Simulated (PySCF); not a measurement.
**C3H6BF3Ge: electronic excitations**

What electronic excitations should C3H6BF3Ge (`FB(F)[C@@H]1C[CH2][Ge@@H]1[F]`) show?

Programs: PySCF 2.14.0, with density-fitted response routines of our own. Each step states its level of theory. These are calculated values for one molecule in the gas phase, unless marked as measured. Atoms are numbered from 0 throughout.

### Step 1. Starting geometry

14 atoms, charge 0, multiplicity 1; geometry from: GFN2-xTB.

Bonds of the start (Å): F0–B1 1.32, B1–F2 1.32, B1–C3 1.55, C3–C4 1.55, C4–C5 1.54, C5–Ge6 2.01, Ge6–F7 1.77, Ge6–C3 2.05, C3–H8 1.09, C4–H9 1.09, C4–H10 1.09, C5–H11 1.09, C5–H12 1.09, Ge6–H13 1.54.

### Step 2. Ultraviolet spectrum: CAM-B3LYP/def2-SVPD

What the job is given:

```
{"job": {"kind": "uv", "xc": "CAM-B3LYP", "basis": "def2-SVPD", "nstates": 8, "ntriplets": 3}, "charge": 0, "multiplicity": 1}
F      3.017623    -0.140338     0.483657
B      1.864869    -0.429562    -0.093356
F      1.943578    -0.646061    -1.393663
C      0.526046    -0.439872     0.683951
C     -0.705033    -1.058073    -0.019167
C     -1.385680     0.143840    -0.703174
Ge    -0.362134     1.395963     0.486176
F      0.546139     2.620600    -0.413204
H      0.649875    -0.767453     1.714402
H     -0.429783    -1.834099    -0.732296
H     -1.371475    -1.496362     0.723553
H     -1.023550     0.279890    -1.722336
H     -2.471475     0.108741    -0.716251
H     -0.799678     2.262313     1.679543
```

Method: TDDFT CAM-B3LYP/def2-SVPD, vertical, gas phase, core orbitals frozen in the response.

The run is started by

```
> OMP_NUM_THREADS=1 python probes_run.py task.json out
```

One launch serves the whole session: the jobs run in the order shown.

Predict these results of the whole session: lowest singlet (CAM-B3LYP/def2-SVPD); brightest single state of those computed; lowest triplet.

**Answer**, as computed:

```
                                quantity                        value
    lowest singlet (CAM-B3LYP/def2-SVPD)  6.66 eV (186 nm), f = 0.041
brightest single state of those computed  state 7, 8.07 eV, f = 0.266
                          lowest triplet                      5.95 eV
```

**Reading.** The first singlet state (HOMO→LUMO 0.56, HOMO→LUMO+1 0.36) lies at 6.66 eV and is weak; of the 8 states computed, the strongest absorption comes from state 7 at 8.07 eV. The lowest triplet lies 0.71 eV below the lowest singlet (triplets in Tamm-Dancoff, singlets in full TDDFT).
